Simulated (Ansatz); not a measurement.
# ClH4NSi: the cost of one run

Method: PBE0-D4/def2-TZVP structures, single points in def2-TZVPP, no counterpoise correction; program: Ansatz 0.2.0, Gaussian basis.

Levels: SPW92, PBE-D4, BLYP-D4, r2SCAN-D4, B97M-V, PBE0-D4, B3LYP-D4, r2SCAN0-D4, BHLYP-D4, CAM-B3LYP-D4, wB97X-V, wB97M-V, B2PLYP, PBE-QIDH, RPA on PBE, Hartree-Fock, MP2, CCSD, CCSD(T).

Correlated methods freeze the cores. B3LYP uses VWN-RPA correlation. B2PLYP carries no dispersion term here.

94 further runs of the same task are left out: 94 set aside as unsound or not needed. Runs told in other sessions of the task aren't counted.

### Step 1. Starting geometry

The complex: 11 atoms, charge 0, spin multiplicity 1.

Atoms are counted from 1 here; the program's logs count them from 0.

Bond lengths: Si1–N2 1.950 Å, Si1–H3 1.483 Å, Si1–H4 1.526 Å, Si1–N5 1.699 Å, Si1–Cl7 2.324 Å, N2–H6 1.018 Å, N2–H8 1.016 Å, N2–H9 1.017 Å, N5–H10 1.005 Å, N5–H11 1.006 Å. Angles: N2–Si1–H3 106.7°, N2–Si1–H4 87.1°, N2–Si1–N5 120.6°, N2–Si1–Cl7 80.7°, H3–Si1–H4 99.4°, H3–Si1–N5 131.2°, H3–Si1–Cl7 88.1°, H4–Si1–N5 94.2°, H4–Si1–Cl7 167.1°, N5–Si1–Cl7 88.5°, Si1–N2–H6 108.7°, Si1–N2–H8 112.6°, Si1–N2–H9 107.0°, H6–N2–H8 112.2°, H6–N2–H9 107.0°, H8–N2–H9 109.0°, Si1–N5–H10 122.8°, Si1–N5–H11 120.4° and more.

Coordinates:

```
atom    x (Å)    y (Å)    z (Å)
 Si1  -0.3365   0.5029  -0.1833
  N2  -0.3330  -1.4470  -0.2064
  H3  -1.1197   0.9424  -1.3636
  H4  -1.4634   0.4103   0.8418
  N5   0.7043   1.3584   0.8521
  H6  -0.0283  -1.7617  -1.1253
 Cl7   1.4667   0.1489  -1.6066
  H8  -1.2307  -1.8429   0.0571
  H9   0.3720  -1.7509   0.4612
 H10   1.6111   1.6839   0.5647
 H11   0.3574   1.7559   1.7085
```

Its parts: ClH₄NSi holds atoms 1, 3, 4, 5, 7, 10, 11; NH₃ holds atoms 2, 6, 8, 9. Each part counts its atoms afresh in its own runs.

### Step 2. Relaxing ClH₄NSi alone

relax-a/in.yaml reads:

```yaml
crystal:
  periodic: [false, false, false]
  atoms:
    - {symbol: Si, position_ang: [-0.336542, 0.502875, -0.183348]}
    - {symbol: H, position_ang: [-1.119725, 0.942414, -1.363628]}
    - {symbol: H, position_ang: [-1.463396, 0.410257, 0.841829]}
    - {symbol: N, position_ang: [0.704310, 1.358403, 0.852092]}
    - {symbol: Cl, position_ang: [1.466721, 0.148889, -1.606567]}
    - {symbol: H, position_ang: [1.611125, 1.683899, 0.564663]}
    - {symbol: H, position_ang: [0.357437, 1.755871, 1.708482]}
basis:
  gaussian: {orbitals: def2-TZVP}
hamiltonian: {xc: pbe0, dispersion: d4}
relax: {f_tol: 0.005, max_steps: 200}
```

Started as:

```
> ansatz run in.yaml --threads 4 --pin off --events-out ev --progress --plain --max-ram 9574MiB
```

**Question.** How long does this run take on 4 threads of Intel Xeon at 2.50GHz, shared host?

About 33 s.
